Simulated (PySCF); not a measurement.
**CH3F3GeS: NMR shifts at several levels of theory**

How much do the NMR shifts of CH3F3GeS (`F[C](F)(F)[GeH2][SH]`) depend on the level of theory, and what does each level cost?

Programs: PySCF 2.14.0, with density-fitted response routines of our own. Each step states its level of theory. These are calculated values for one molecule in the gas phase, unless marked as measured. Atoms are numbered from 0 throughout.

## 1. The molecule as given

9 atoms, charge 0, multiplicity 1; geometry from: PBE0-D3(BJ)/def2-SVP.

Bonds of the start (Å): F0–C1 1.34, C1–F2 1.33, C1–F3 1.34, C1–Ge4 2.00, Ge4–S5 2.21, Ge4–H6 1.53, Ge4–H7 1.53, S5–H8 1.35.

## 2. NMR shieldings: PBE0/pcSseg-2

The job: settings as JSON, then the geometry in Å.

```
{"job": {"kind": "nmr", "xc": "PBE0", "basis": "pcSseg-2", "pop": false}, "charge": 0, "multiplicity": 1}
F     -0.835065    -1.379318    -1.009779
C     -1.090756    -0.500019    -0.029800
F     -1.291161    -1.194666     1.090910
F     -2.241250     0.117102    -0.334496
Ge     0.398068     0.821248     0.153565
S      2.277099    -0.286486     0.526721
H      0.446067     1.630680    -1.149779
H      0.139215     1.689311     1.387782
H      2.255550    -0.914065    -0.669566
```

With the program's defaults for keys left out, this is: GIAO PBE0/pcSseg-2 NMR shielding, non-relativistic, gas phase.

Started as:

```bash
$ OMP_NUM_THREADS=1 python probes_run.py task.json out
```

The driver reads the jobs from task.json and runs them one after another.

Output:

```text
coarse grid: 42232 points
cycle   1  E = -2813.9668791990  dE =  8.616e-02  |g| = 1.330e+00  |ddm| = 2.175e+00
cycle   2  E = -2813.7556773798  dE =  2.112e-01  |g| = 1.809e+00  |ddm| = 1.098e+00
cycle   3  E = -2814.1333625202  dE = -3.777e-01  |g| = 1.381e-01  |ddm| = 7.392e-01
cycle   4  E = -2814.1360987750  dE = -2.736e-03  |g| = 6.852e-02  |ddm| = 9.381e-02
cycle   5  E = -2814.1365949110  dE = -4.961e-04  |g| = 8.033e-03  |ddm| = 2.450e-02
cycle   6  E = -2814.1366014510  dE = -6.540e-06  |g| = 2.642e-03  |ddm| = 6.354e-03
final grid: 86920 points
cycle   7  E = -2814.1365779600  dE =  4.068e-07  |g| = 3.222e-03  |ddm| = 4.993e-03
cycle   8  E = -2814.1365767675  dE =  1.193e-06  |g| = 4.487e-03  |ddm| = 5.407e-03
cycle   9  E = -2814.1365801156  dE = -3.348e-06  |g| = 4.677e-04  |ddm| = 2.677e-03
cycle  10  E = -2814.1365801486  dE = -3.300e-08  |g| = 4.482e-05  |ddm| = 3.113e-04
cycle  11  E = -2814.1365801489  dE = -2.856e-10  |g| = 8.662e-06  |ddm| = 2.553e-05
converged SCF energy = -2814.1365801489

GIAO shielding tensors (ppm)
atom      isotropic    diamagn.    paramagn.     s11        s22        s33       span
  0 F      245.994     469.520    -223.526    155.094    253.621    329.268    174.174
  1 C       44.415     238.867    -194.452     40.718     41.618     50.909     10.191
  2 F      246.362     467.822    -221.461    158.419    254.283    326.383    167.964
  3 F      244.143     467.232    -223.089    150.641    254.278    327.511    176.871
  4 Ge    1449.381    2758.118   -1308.737   1347.650   1461.688   1538.805    191.155
  5 S      750.003    1056.036    -306.033    647.639    710.311    892.060    244.422
  6 H       26.162      29.021      -2.859     19.463     21.696     37.328     17.865
  7 H       26.420      28.680      -2.260     20.145     21.655     37.460     17.315
  8 H       30.732      30.104       0.628     22.247     27.814     42.135     19.887
```

It took 42 s on 1 thread of Arm Neoverse V1, shared host; peak memory 1.1 GiB.

Shifts follow as δ = σ(reference) − σ, with reference shieldings (ppm) from runs at the same level and on the same kind of geometry: ¹H TMS 31.25, ¹³C TMS 184.1, ¹⁹F CFCl3 175.8, ³³S CS2 503, ⁷³Ge GeMe4 1337. The references are single molecules in the gas phase, so shifts against H2O, NH3, PH3, H3PO4 or CFCl3 are not on the usual liquid scales and can be off by tens of ppm. Atoms listed in one row are averaged.

| atoms | environment | σ (ppm) | δ (ppm) |
| --- | --- | --- | --- |
| C1 | CF3 carbon | 44.4 | 139.7 |
| H6, H7 | hydrogen on a germanium bonded to C, S | 26.29 | 4.95 |
| H8 | hydrogen on a sulfur bonded to Ge | 30.73 | 0.51 |
| F0, F2, F3 | fluorine of a CF3 group | 245.5 | -69.7 |
| Ge4 | germanium bonded to C, S, 2 H | 1449 | -112 |
| S5 | sulfur bonded to Ge, H | 750 | -247 |

## 3. Shielding tensors: mPW1PW91/pcSseg-2

The job, as its differences from that of step 2:

```diff
@@ -1,2 +1,2 @@
-{"job": {"kind": "nmr", "xc": "PBE0", "basis": "pcSseg-2", "pop": false}, "charge": 0, "multiplicity": 1}
+{"job": {"kind": "nmr", "xc": "mPW1PW91", "basis": "pcSseg-2", "pop": false}, "charge": 0, "multiplicity": 1}
 F     -0.835065    -1.379318    -1.009779
```

With the program's defaults for keys left out, this is: GIAO mPW1PW91/pcSseg-2 NMR shielding, non-relativistic, gas phase.

Output:

```text
coarse grid: 42232 points
cycle   1  E = -2814.7997399017  dE =  9.115e-02  |g| = 1.334e+00  |ddm| = 2.172e+00
cycle   2  E = -2814.5813787414  dE =  2.184e-01  |g| = 1.825e+00  |ddm| = 1.111e+00
cycle   3  E = -2814.9704399366  dE = -3.891e-01  |g| = 1.349e-01  |ddm| = 7.466e-01
cycle   4  E = -2814.9730772073  dE = -2.637e-03  |g| = 6.757e-02  |ddm| = 9.323e-02
cycle   5  E = -2814.9735630282  dE = -4.858e-04  |g| = 8.072e-03  |ddm| = 2.465e-02
cycle   6  E = -2814.9735695541  dE = -6.526e-06  |g| = 2.673e-03  |ddm| = 6.397e-03
final grid: 86920 points
cycle   7  E = -2814.9735542318  dE =  3.785e-07  |g| = 3.226e-03  |ddm| = 4.993e-03
cycle   8  E = -2814.9735530723  dE =  1.159e-06  |g| = 4.471e-03  |ddm| = 5.390e-03
cycle   9  E = -2814.9735563861  dE = -3.314e-06  |g| = 4.727e-04  |ddm| = 2.667e-03
cycle  10  E = -2814.9735564192  dE = -3.308e-08  |g| = 4.328e-05  |ddm| = 3.080e-04
cycle  11  E = -2814.9735564195  dE = -2.756e-10  |g| = 9.090e-06  |ddm| = 2.514e-05
converged SCF energy = -2814.9735564195

GIAO shielding tensors (ppm)
atom      isotropic    diamagn.    paramagn.     s11        s22        s33       span
  0 F      246.958     469.664    -222.705    156.044    254.693    330.139    174.095
  1 C       43.640     238.918    -195.278     39.793     40.695     50.434     10.641
  2 F      247.301     467.964    -220.663    159.344    255.366    327.194    167.850
  3 F      245.082     467.364    -222.283    151.627    255.207    328.410    176.783
  4 Ge    1441.694    2758.463   -1316.769   1339.263   1453.910   1531.910    192.646
  5 S      744.698    1056.257    -311.559    641.128    704.956    888.009    246.882
  6 H       26.214      29.057      -2.843     19.525     21.749     37.367     17.842
  7 H       26.472      28.716      -2.245     20.204     21.709     37.502     17.298
  8 H       30.796      30.149       0.646     22.337     27.904     42.146     19.809
```

Run time: 43 s. Hardware: 1 thread of Arm Neoverse V1, shared host; peak memory 1.1 GiB.

Key values: δ C1 139.9, F0 -69.3, Ge4 -111, S5 -245, H6 4.95, H8 0.50 ppm (means over like atoms).

## 4. Shielding tensors: WP04/pcSseg-2

The job, as its differences from that of step 3:

```diff
@@ -1,2 +1,2 @@
-{"job": {"kind": "nmr", "xc": "mPW1PW91", "basis": "pcSseg-2", "pop": false}, "charge": 0, "multiplicity": 1}
+{"job": {"kind": "nmr", "xc": "WP04", "basis": "pcSseg-2", "pop": false}, "charge": 0, "multiplicity": 1}
 F     -0.835065    -1.379318    -1.009779
```

With the program's defaults for keys left out, this is: GIAO WP04/pcSseg-2 NMR shielding, non-relativistic, gas phase.

Output:

```text
coarse grid: 42232 points
cycle   1  E = -2835.6102221077  dE =  1.433e-01  |g| = 1.394e+00  |ddm| = 2.177e+00
cycle   2  E = -2835.0733981651  dE =  5.368e-01  |g| = 2.308e+00  |ddm| = 1.492e+00
cycle   3  E = -2835.8685274033  dE = -7.951e-01  |g| = 1.627e-01  |ddm| = 1.036e+00
cycle   4  E = -2835.8728541509  dE = -4.327e-03  |g| = 7.643e-02  |ddm| = 1.564e-01
cycle   5  E = -2835.8740303583  dE = -1.176e-03  |g| = 1.135e-02  |ddm| = 5.695e-02
cycle   6  E = -2835.8740457256  dE = -1.537e-05  |g| = 5.271e-03  |ddm| = 6.785e-03
cycle   7  E = -2835.8740496445  dE = -3.919e-06  |g| = 1.308e-03  |ddm| = 2.625e-03
final grid: 86920 points
cycle   8  E = -2835.8740481621  dE =  1.562e-07  |g| = 2.099e-03  |ddm| = 3.047e-03
cycle   9  E = -2835.8740469022  dE =  1.260e-06  |g| = 3.640e-03  |ddm| = 2.210e-03
cycle  10  E = -2835.8740488134  dE = -1.911e-06  |g| = 1.176e-04  |ddm| = 1.342e-03
cycle  11  E = -2835.8740488160  dE = -2.564e-09  |g| = 1.668e-05  |ddm| = 1.023e-04
cycle  12  E = -2835.8740488161  dE = -6.548e-11  |g| = 5.669e-06  |ddm| = 1.582e-05
converged SCF energy = -2835.8740488161

GIAO shielding tensors (ppm)
atom      isotropic    diamagn.    paramagn.     s11        s22        s33       span
  0 F      249.542     473.057    -223.515    154.532    254.706    339.388    184.856
  1 C       26.609     241.441    -214.832     21.052     22.261     36.513     15.461
  2 F      249.608     471.369    -221.761    157.598    255.303    335.924    178.326
  3 F      247.678     470.871    -223.193    150.925    254.321    337.790    186.865
  4 Ge    1381.427    2763.358   -1381.930   1277.002   1391.865   1475.416    198.414
  5 S      674.484    1059.865    -385.381    562.862    636.032    824.558    261.696
  6 H       26.903      29.584      -2.681     20.438     22.574     37.698     17.260
  7 H       27.198      29.216      -2.018     21.126     22.560     37.908     16.782
  8 H       31.357      30.834       0.523     23.344     28.837     41.891     18.547
```

Run time: 43 s. Hardware: 1 thread of Arm Neoverse V1, shared host; peak memory 1.1 GiB.

Key values: δ C1 145.5, F0 -71.6, Ge4 -100, S5 -206, H6 4.56, H8 0.25 ppm (means over like atoms).

## 5. Shielding tensors: B97-2/pcSseg-2

The job, as its differences from that of step 4:

```diff
@@ -1,2 +1,2 @@
-{"job": {"kind": "nmr", "xc": "WP04", "basis": "pcSseg-2", "pop": false}, "charge": 0, "multiplicity": 1}
+{"job": {"kind": "nmr", "xc": "B97-2", "basis": "pcSseg-2", "pop": false}, "charge": 0, "multiplicity": 1}
 F     -0.835065    -1.379318    -1.009779
```

Method: GIAO B97-2/pcSseg-2 NMR shielding, non-relativistic, gas phase.

Output:

```text
coarse grid: 42232 points
cycle   1  E = -2815.1637742376  dE =  8.068e-02  |g| = 1.249e+00  |ddm| = 2.168e+00
cycle   2  E = -2814.9294411841  dE =  2.343e-01  |g| = 1.770e+00  |ddm| = 1.116e+00
cycle   3  E = -2815.3265622719  dE = -3.971e-01  |g| = 1.283e-01  |ddm| = 7.591e-01
cycle   4  E = -2815.3291021035  dE = -2.540e-03  |g| = 6.206e-02  |ddm| = 9.488e-02
cycle   5  E = -2815.3295382878  dE = -4.362e-04  |g| = 8.074e-03  |ddm| = 2.554e-02
cycle   6  E = -2815.3295439913  dE = -5.703e-06  |g| = 2.848e-03  |ddm| = 6.080e-03
final grid: 86920 points
cycle   7  E = -2815.3295612610  dE =  6.589e-07  |g| = 3.641e-03  |ddm| = 5.096e-03
cycle   8  E = -2815.3295594145  dE =  1.846e-06  |g| = 5.238e-03  |ddm| = 5.727e-03
cycle   9  E = -2815.3295638042  dE = -4.390e-06  |g| = 5.033e-04  |ddm| = 2.895e-03
cycle  10  E = -2815.3295638464  dE = -4.225e-08  |g| = 5.713e-05  |ddm| = 3.487e-04
cycle  11  E = -2815.3295638469  dE = -4.375e-10  |g| = 8.994e-06  |ddm| = 2.984e-05
converged SCF energy = -2815.3295638469

GIAO shielding tensors (ppm)
atom      isotropic    diamagn.    paramagn.     s11        s22        s33       span
  0 F      248.687     470.060    -221.373    159.171    255.218    331.671    172.500
  1 C       45.143     239.182    -194.039     41.439     42.320     51.670     10.231
  2 F      248.932     468.356    -219.424    162.323    255.779    328.695    166.371
  3 F      246.790     467.744    -220.954    154.824    255.633    329.915    175.091
  4 Ge    1440.422    2759.263   -1318.841   1338.917   1451.822   1530.527    191.610
  5 S      742.220    1056.564    -314.344    640.293    701.673    884.695    244.401
  6 H       26.311      29.223      -2.912     19.666     21.888     37.379     17.713
  7 H       26.579      28.878      -2.299     20.360     21.855     37.522     17.162
  8 H       30.874      30.324       0.550     22.478     28.026     42.118     19.640
```

Wall time 42 s (1 thread of Arm Neoverse V1, shared host); peak memory 1.1 GiB.

In short: δ C1 138.3, F0 -70.7, Ge4 -112, S5 -235, H6 4.91, H8 0.48 ppm (means over like atoms).

## 6. NMR shieldings: BHandHLYP/pcSseg-2

The job, as its differences from that of step 5:

```diff
@@ -1,2 +1,2 @@
-{"job": {"kind": "nmr", "xc": "B97-2", "basis": "pcSseg-2", "pop": false}, "charge": 0, "multiplicity": 1}
+{"job": {"kind": "nmr", "xc": "BHandHLYP", "basis": "pcSseg-2", "pop": false}, "charge": 0, "multiplicity": 1}
 F     -0.835065    -1.379318    -1.009779
```

Method: GIAO BHandHLYP/pcSseg-2 NMR shielding, non-relativistic, gas phase.

Output:

```text
coarse grid: 42232 points
cycle   1  E = -2814.5180493808  dE =  9.423e-02  |g| = 1.241e+00  |ddm| = 2.132e+00
cycle   2  E = -2814.4693016951  dE =  4.875e-02  |g| = 1.391e+00  |ddm| = 9.689e-01
cycle   3  E = -2814.6993542224  dE = -2.301e-01  |g| = 6.704e-02  |ddm| = 5.365e-01
cycle   4  E = -2814.7000731644  dE = -7.189e-04  |g| = 2.569e-02  |ddm| = 4.633e-02
cycle   5  E = -2814.7001583593  dE = -8.519e-05  |g| = 8.215e-03  |ddm| = 1.445e-02
cycle   6  E = -2814.7001662306  dE = -7.871e-06  |g| = 1.939e-03  |ddm| = 4.952e-03
final grid: 86920 points
cycle   7  E = -2814.7001559887  dE = -4.052e-07  |g| = 1.737e-03  |ddm| = 2.519e-03
cycle   8  E = -2814.7001560201  dE = -3.141e-08  |g| = 1.854e-03  |ddm| = 1.480e-03
cycle   9  E = -2814.7001563806  dE = -3.604e-07  |g| = 1.311e-04  |ddm| = 6.683e-04
cycle  10  E = -2814.7001563833  dE = -2.707e-09  |g| = 2.330e-05  |ddm| = 9.240e-05
cycle  11  E = -2814.7001563835  dE = -2.337e-10  |g| = 9.358e-06  |ddm| = 4.143e-05
converged SCF energy = -2814.7001563835

GIAO shielding tensors (ppm)
atom      isotropic    diamagn.    paramagn.     s11        s22        s33       span
  0 F      263.234     470.036    -206.801    168.252    274.688    346.763    178.512
  1 C       49.791     237.695    -187.905     44.013     44.970     60.389     16.376
  2 F      263.594     468.315    -204.722    171.210    275.317    344.254    173.044
  3 F      261.192     467.760    -206.568    163.553    274.813    345.210    181.657
  4 Ge    1479.077    2756.859   -1277.782   1385.439   1491.075   1560.718    175.279
  5 S      746.998    1056.010    -309.012    631.570    708.452    900.972    269.402
  6 H       26.527      28.969      -2.442     19.851     22.042     37.688     17.838
  7 H       26.753      28.627      -1.875     20.454     21.942     37.862     17.409
  8 H       30.947      30.341       0.606     22.464     27.975     42.401     19.938
```

Wall time 43 s (1 thread of Arm Neoverse V1, shared host); peak memory 1.1 GiB.

This run: δ C1 134.5, F0 -60.7, Ge4 -107, S5 -247, H6 4.81, H8 0.50 ppm (means over like atoms).

## 7. Nuclear shieldings: CAM-B3LYP/pcSseg-2

The job, as its differences from that of step 6:

```diff
@@ -1,2 +1,2 @@
-{"job": {"kind": "nmr", "xc": "BHandHLYP", "basis": "pcSseg-2", "pop": false}, "charge": 0, "multiplicity": 1}
+{"job": {"kind": "nmr", "xc": "CAM-B3LYP", "basis": "pcSseg-2", "pop": false}, "charge": 0, "multiplicity": 1}
 F     -0.835065    -1.379318    -1.009779
```

Method: GIAO CAM-B3LYP/pcSseg-2 NMR shielding, non-relativistic, gas phase.

Output:

```text
coarse grid: 42232 points
cycle   1  E = -2814.7122782789  dE =  1.055e-01  |g| = 1.411e+00  |ddm| = 2.136e+00
cycle   2  E = -2814.5889177783  dE =  1.234e-01  |g| = 1.751e+00  |ddm| = 1.081e+00
cycle   3  E = -2814.9212135019  dE = -3.323e-01  |g| = 8.558e-02  |ddm| = 6.130e-01
cycle   4  E = -2814.9221341111  dE = -9.206e-04  |g| = 4.248e-02  |ddm| = 5.152e-02
cycle   5  E = -2814.9223338490  dE = -1.997e-04  |g| = 8.966e-03  |ddm| = 1.831e-02
cycle   6  E = -2814.9223431272  dE = -9.278e-06  |g| = 2.586e-03  |ddm| = 6.367e-03
final grid: 86920 points
cycle   7  E = -2814.9223220630  dE = -7.784e-07  |g| = 2.349e-03  |ddm| = 3.863e-03
cycle   8  E = -2814.9223220667  dE = -3.660e-09  |g| = 2.527e-03  |ddm| = 2.807e-03
cycle   9  E = -2814.9223230616  dE = -9.949e-07  |g| = 2.658e-04  |ddm| = 1.285e-03
cycle  10  E = -2814.9223230718  dE = -1.024e-08  |g| = 3.746e-05  |ddm| = 1.424e-04
cycle  11  E = -2814.9223230726  dE = -7.249e-10  |g| = 1.747e-05  |ddm| = 8.064e-05
converged SCF energy = -2814.9223230726

GIAO shielding tensors (ppm)
atom      isotropic    diamagn.    paramagn.     s11        s22        s33       span
  0 F      248.507     470.356    -221.849    154.235    258.771    332.515    178.280
  1 C       40.804     238.457    -197.653     36.624     37.662     48.126     11.502
  2 F      248.983     468.616    -219.633    157.513    259.671    329.766    172.253
  3 F      246.647     468.050    -221.404    149.522    259.658    330.760    181.238
  4 Ge    1423.978    2757.401   -1333.423   1320.975   1438.219   1512.740    191.765
  5 S      733.804    1056.203    -322.399    621.982    695.662    883.767    261.784
  6 H       26.289      28.792      -2.504     19.615     21.836     37.415     17.800
  7 H       26.520      28.448      -1.927     20.241     21.745     37.574     17.333
  8 H       30.844      30.289       0.555     22.454     28.016     42.061     19.608
```

It took 61 s on 1 thread of Arm Neoverse V1, shared host; peak memory 1.3 GiB.

This run: δ C1 141.7, F0 -62.0, Ge4 -111, S5 -239, H6 4.93, H8 0.49 ppm (means over like atoms).

## 8. Shielding tensors: wB97X-D/pcSseg-2

The job, as its differences from that of step 7:

```diff
@@ -1,2 +1,2 @@
-{"job": {"kind": "nmr", "xc": "CAM-B3LYP", "basis": "pcSseg-2", "pop": false}, "charge": 0, "multiplicity": 1}
+{"job": {"kind": "nmr", "xc": "wB97X-D", "basis": "pcSseg-2", "pop": false}, "charge": 0, "multiplicity": 1}
 F     -0.835065    -1.379318    -1.009779
```

With the program's defaults for keys left out, this is: GIAO wB97X-D/pcSseg-2 NMR shielding, non-relativistic, gas phase.

Output:

```text
coarse grid: 42232 points
cycle   1  E = -2814.6195734385  dE =  8.461e-02  |g| = 1.391e+00  |ddm| = 2.141e+00
cycle   2  E = -2814.5521209895  dE =  6.745e-02  |g| = 1.620e+00  |ddm| = 1.052e+00
cycle   3  E = -2814.8370775733  dE = -2.850e-01  |g| = 7.265e-02  |ddm| = 5.517e-01
cycle   4  E = -2814.8378475958  dE = -7.700e-04  |g| = 2.510e-02  |ddm| = 5.387e-02
cycle   5  E = -2814.8379639535  dE = -1.164e-04  |g| = 8.728e-03  |ddm| = 2.142e-02
cycle   6  E = -2814.8379756420  dE = -1.169e-05  |g| = 3.119e-03  |ddm| = 7.138e-03
cycle   7  E = -2814.8379774335  dE = -1.791e-06  |g| = 9.019e-04  |ddm| = 2.961e-03
final grid: 86920 points
cycle   8  E = -2814.8376363023  dE = -2.345e-06  |g| = 1.313e-03  |ddm| = 3.578e-03
cycle   9  E = -2814.8376363137  dE = -1.141e-08  |g| = 1.362e-03  |ddm| = 1.177e-03
cycle  10  E = -2814.8376365487  dE = -2.350e-07  |g| = 1.093e-04  |ddm| = 4.907e-04
cycle  11  E = -2814.8376365508  dE = -2.057e-09  |g| = 3.822e-05  |ddm| = 9.221e-05
cycle  12  E = -2814.8376365511  dE = -3.538e-10  |g| = 7.874e-06  |ddm| = 4.668e-05
converged SCF energy = -2814.8376365511

GIAO shielding tensors (ppm)
atom      isotropic    diamagn.    paramagn.     s11        s22        s33       span
  0 F      251.378     469.322    -217.943    159.312    261.554    333.270    173.958
  1 C       44.932     239.590    -194.657     41.392     42.237     51.168      9.776
  2 F      251.815     467.612    -215.797    162.611    262.483    330.351    167.741
  3 F      249.711     467.075    -217.364    155.070    262.395    331.668    176.599
  4 Ge    1439.860    2758.032   -1318.172   1340.359   1453.269   1525.952    185.593
  5 S      747.379    1056.387    -309.008    638.291    708.804    895.041    256.750
  6 H       26.369      28.974      -2.605     19.708     21.901     37.497     17.789
  7 H       26.584      28.597      -2.012     20.309     21.808     37.636     17.327
  8 H       30.886      30.206       0.680     22.438     27.961     42.260     19.822
```

Wall time 59 s (1 thread of Arm Neoverse V1, shared host); peak memory 1.4 GiB.

In short: δ C1 139.5, F0 -64.5, Ge4 -110, S5 -248, H6 4.88, H8 0.47 ppm (means over like atoms).

## 9. Shielding tensors: LC-wPBE/pcSseg-2

The job, as its differences from that of step 8:

```diff
@@ -1,2 +1,2 @@
-{"job": {"kind": "nmr", "xc": "wB97X-D", "basis": "pcSseg-2", "pop": false}, "charge": 0, "multiplicity": 1}
+{"job": {"kind": "nmr", "xc": "LC-wPBE", "basis": "pcSseg-2", "pop": false}, "charge": 0, "multiplicity": 1}
 F     -0.835065    -1.379318    -1.009779
```

Method: GIAO LC-wPBE/pcSseg-2 NMR shielding, non-relativistic, gas phase.

Output:

```text
coarse grid: 42232 points
cycle   1  E = -2814.0644732309  dE =  1.028e-01  |g| = 1.494e+00  |ddm| = 2.148e+00
cycle   2  E = -2814.0380951602  dE =  2.638e-02  |g| = 1.660e+00  |ddm| = 1.026e+00
cycle   3  E = -2814.3044287557  dE = -2.663e-01  |g| = 8.793e-02  |ddm| = 5.015e-01
cycle   4  E = -2814.3054872334  dE = -1.058e-03  |g| = 2.702e-02  |ddm| = 6.340e-02
cycle   5  E = -2814.3056612302  dE = -1.740e-04  |g| = 8.414e-03  |ddm| = 2.674e-02
cycle   6  E = -2814.3056839369  dE = -2.271e-05  |g| = 3.727e-03  |ddm| = 1.164e-02
cycle   7  E = -2814.3056860016  dE = -2.065e-06  |g| = 1.181e-03  |ddm| = 2.603e-03
final grid: 86920 points
cycle   8  E = -2814.3055059423  dE = -2.424e-07  |g| = 1.155e-03  |ddm| = 1.606e-03
cycle   9  E = -2814.3055061063  dE = -1.639e-07  |g| = 1.227e-03  |ddm| = 7.160e-04
cycle  10  E = -2814.3055062182  dE = -1.119e-07  |g| = 9.510e-05  |ddm| = 3.003e-04
cycle  11  E = -2814.3055062212  dE = -2.951e-09  |g| = 4.633e-05  |ddm| = 1.093e-04
cycle  12  E = -2814.3055062221  dE = -9.413e-10  |g| = 1.508e-05  |ddm| = 8.737e-05
converged SCF energy = -2814.3055062221

GIAO shielding tensors (ppm)
atom      isotropic    diamagn.    paramagn.     s11        s22        s33       span
  0 F      254.373     469.194    -214.820    161.615    267.641    333.865    172.250
  1 C       45.953     238.914    -192.961     43.267     44.159     50.432      7.165
  2 F      254.874     467.450    -212.577    164.802    268.803    331.016    166.214
  3 F      252.893     466.862    -213.969    157.363    268.897    332.418    175.055
  4 Ge    1452.899    2758.208   -1305.309   1357.289   1468.835   1532.574    175.285
  5 S      765.877    1055.950    -290.074    649.112    730.358    918.161    269.049
  6 H       26.407      29.078      -2.671     19.712     21.846     37.663     17.951
  7 H       26.566      28.712      -2.146     20.196     21.700     37.803     17.607
  8 H       30.762      30.154       0.607     22.148     27.708     42.429     20.281
```

It took 69 s on 1 thread of Arm Neoverse V1, shared host; peak memory 1.3 GiB.

Key values: δ C1 142.3, F0 -50.4, Ge4 -105, S5 -265, H6 4.83, H8 0.56 ppm (means over like atoms).

[end of part 1 of 2]
